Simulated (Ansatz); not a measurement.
# ZnO, 4 atoms: a relaxation on CPU cores

The task is to move ZnO in a cell of 4 atoms to a minimum of the energy. How long does it take, and what comes out?

Program: Ansatz 0.2 development build. Level of theory: DFT, PBE, PAW JTH, scalar-relativistic. These are calculated values, not measurements.

**1. The structure to begin with**

Symmetry: P6_3mc, No. 186, hexagonal system. The conventional cell has a = 3.315 Å, b = 3.315 Å, c = 5.314 Å, α = 90.00°, β = 90.00°, γ = 120.00°. Zn (site symmetry 3m) has 4 O at 2.01 to 2.03 Å as nearest neighbours. O (site symmetry 3m) has 4 Zn at 2.01 to 2.03 Å as nearest neighbours.

Coordinates:

```
Zn O
1.0
     3.31500    0.00000    0.00000
    -1.65750    2.87087    0.00000
     0.00000    0.00000    5.31420
Zn O
2 2
Direct
  0.33333 0.66667 0.00000
  0.66667 0.33333 0.50000
  0.33333 0.66667 0.38200
  0.66667 0.33333 0.88200
```

**2. The calculation**

Input file input.yaml:

```yaml
crystal:
  lattice:
    - [3.315, 0.0, 0.0]
    - [-1.6575, 2.87087421, 0.0]
    - [0.0, 0.0, 5.3142]
  atoms:
    - { symbol: Zn, position: [0.333333333, 0.666666667, 0] }
    - { symbol: Zn, position: [0.666666667, 0.333333333, 0.5] }
    - { symbol: O, position: [0.333333333, 0.666666667, 0.382] }
    - { symbol: O, position: [0.666666667, 0.333333333, 0.882] }
kpoints:
  mp_grid: { grid: [4, 4, 3] }
hamiltonian:
  xc: pbe
  pseudopotentials: { kind: paw, source: jth }
magnetization:
  spin_polarized: false
scf:
  occupations: { method: fixed }
output:
  forces: true
  stress: true
relax:
  max_steps: 20
  cell: {}
basis:
  ecutwfc: "550 eV"
```

The run is started by

```
$ ansatz run input.yaml --threads 16 --backend cpu --events-out ev
```

What does the calculation give? Wanted: free energy; electrons solved for; SCF passes in all; gap on the k mesh; largest force; pressure; energy from the first step to the last.

**Answer**, as computed:

```
                              quantity                                                       value
        time per pass of the first SCF                                                     0.025 s
                           free energy                          -7770.5721 eV (-1942.6430 eV/atom)
                  electrons solved for                                                          36
                     SCF passes in all                                                          62
                     gap on the k mesh                                                     0.73 eV
                         largest force                                                  0.000 eV/Å
                              pressure                                                   -0.01 GPa
energy from the first step to the last                                               -3.7 meV/atom
                             wall time  2.1 s (16 threads of Arm Neoverse V2 (Grace), shared host)
```

**Reading.** The largest share of the engine's clock (84 %) was the work after the first SCF. The largest force went from 0.038 to 0.000 eV/Å over 8 steps, and the volume changed by -2.7 %. The k sampling stands for a supercell only 11 Å thick at its thinnest, so the values belong to these settings.
